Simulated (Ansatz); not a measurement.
# FH2InS2: one species, many methods

The task here is to estimate one member of a computed series from the others.

Method: functionals in def2-TZVPP, the program's frozen cores in correlated methods; program: Ansatz 0.2.0, Gaussian basis.

Plan: LDA (SPW92), PBE-D4, revPBE-D4, BLYP-D4, r2SCAN-D4, B97M-V, PBE0-D4, B3LYP-D4, r2SCANh-D4, r2SCAN0-D4, HSE06-D4, BHLYP-D4, CAM-B3LYP-D4, LC-ωPBE, ωB97X-V, ωB97M-V, B2PLYP, PBE-QIDH; CCSD(T)/def2-SVP; CCSD(T)/def2-TZVPP; MP2/def2-QZVPP; extrapolation to the limit; RPA on PBE.

1 further run of the same task is left out (for a known fault of the program).

### The relaxed structure

The geometry comes from an earlier relaxation with PBE0-D4 in a triple-zeta def2 set; it is a stationary point. In takes the def2 core potential; no spin-orbit term is included.

SMILES `[F][In]([SH])[SH]`, 6 atoms, charge 0, spin multiplicity 1.

Atoms are counted from 1 here; the program's logs count them from 0.

Bond lengths: F1–In2 1.946 Å, In2–S3 2.360 Å, In2–S4 2.357 Å, S3–H5 1.345 Å, S4–H6 1.345 Å. Angles: F1–In2–S3 113.6°, F1–In2–S4 114.8°, S3–In2–S4 131.6°, In2–S3–H5 91.3°, In2–S4–H6 92.9°.

The first run:

File in.yaml:

```yaml
crystal:
  periodic: [false, false, false]
  atoms:
    - {symbol: F, position_ang: [-0.767913, -2.087525, 0.493625]}
    - {symbol: In, position_ang: [-0.263248, -0.258075, 0.062147]}
    - {symbol: S, position_ang: [2.069813, 0.081278, -0.034017]}
    - {symbol: S, position_ang: [-2.073128, 1.215183, -0.265040]}
    - {symbol: H, position_ang: [2.300076, -1.210384, 0.263211]}
    - {symbol: H, position_ang: [-1.265589, 2.259523, -0.519936]}
basis:
  gaussian: {orbitals: def2-TZVPP}
hamiltonian: {xc: lda}
output: {orbitals: {seedname: orbitals}}
```

Started as:

```
ansatz run in.yaml --threads 4 --pin off --events-out ev --progress --plain --max-ram 10444MiB
```

Among the steps run: LDA; PBE-D4 (GGA); revPBE-D4 (GGA); BLYP-D4 (GGA); r2SCAN-D4 (meta-GGA); B97M-V (meta-GGA); B3LYP-D4 (hybrid); r2SCANh-D4 (hybrid); r2SCAN0-D4 (hybrid); HSE06-D4 (hybrid); BHLYP-D4 (hybrid); CAM-B3LYP-D4 (range-separated); LC-ωPBE (range-separated); ωB97X-V (range-separated); ωB97M-V (range-separated); B2PLYP (double hybrid); PBE-QIDH (double hybrid).

One table of the session follows, with a row left open; its other results are not shown here.

It belongs to the step «Frontier levels by functional». 

```
  functional  HOMO (eV)  LUMO (eV)  gap (eV)
 LDA (SPW92)      -6.85      -3.27      3.58
      PBE-D4      -6.69      -2.96      3.73
   revPBE-D4      -6.63      -2.84      3.79
     BLYP-D4      -6.52      -2.91      3.61
   r2SCAN-D4      -6.99      -2.75      4.24
      B97M-V      -7.03      -2.78      4.25
     PBE0-D4      -7.93      -2.11      5.82
    B3LYP-D4      -7.67      -2.41      5.26
  r2SCANh-D4          ?          ?         ?
  r2SCAN0-D4      -8.12      -1.99      6.14
    HSE06-D4      -7.53      -2.47      5.05
    BHLYP-D4      -8.99      -1.25      7.75
CAM-B3LYP-D4      -9.23      -1.17      8.06
     LC-ωPBE     -10.65       0.09     10.74
     ωB97X-V     -10.27      -0.06     10.20
     ωB97M-V     -10.09      -0.21      9.88
```

Q: Estimate the row for r2SCANh-D4 from the others.

Worked estimate for «HOMO (eV)». Against the share of exact exchange, r2SCAN-D4 (0, -6.99), r2SCAN0-D4 (0.25, -8.12) give a slope of -4.52 per unit share; at 0.1 the line stands at -7.44.

The run gave: HOMO (eV): -7.44; LUMO (eV): -2.45; gap (eV): 4.99. In «HOMO (eV)» the line misses by 0.00.
